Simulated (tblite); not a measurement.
# C4H8F2GeO: the cost of one run

The runs use tblite 0.8.0 and PySCF 2.14.0, with density-fitted response routines of our own; the level of theory stands in each step. All values are computed, except where a source is named. Atoms count from 0, in the outputs and in this text.

## (1) Starting geometry

16 atoms, charge 0, multiplicity 1; geometry from: force field or distance geometry start.

Bonds of the start (Å): F0–C1 1.37, C1–O2 1.38, O2–C3 1.39, C3–C4 1.48, C4–C5 1.51, C5–Ge6 1.91, Ge6–F7 1.73, Ge6–C3 1.94, C1–H8 1.14, C1–H9 1.11, C3–H10 1.12, C4–H11 1.12, C4–H12 1.12, C5–H13 1.09, C5–H14 1.12, Ge6–H15 1.55.

## (2) Relaxing the molecule with GFN2-xTB

Job settings and geometry (Å):

```
{"job": {"kind": "relax", "xc": "GFN2-xTB", "basis": "xTB"}, "charge": 0, "multiplicity": 1}
F      2.715200     0.098400    -1.294600
C      2.378000     0.133400     0.029000
O      1.085500     0.524600     0.296200
C      0.146700    -0.301300    -0.306800
C     -0.959600     0.415700    -0.987700
C     -1.637500     0.795100     0.304200
Ge    -1.141700    -0.912600     1.004800
F     -2.026700    -2.305900     0.496200
H      2.514200    -0.918400     0.449500
H      3.087300     0.804400     0.564000
H      0.541700    -1.170300    -0.885500
H     -1.622700    -0.237900    -1.610600
H     -0.592200     1.332300    -1.517400
H     -2.702500     0.949800     0.164900
H     -1.076300     1.637300     0.793500
H     -0.717000    -0.835600     2.489000
```

Run with:

```bash
OMP_NUM_THREADS=1 python probes_run.py task.json out
```

The driver reads the jobs from task.json and runs them one after another.

**Question.** How long does this first job take on 1 thread of Arm Neoverse N1, shared host?

About 1.9 s.
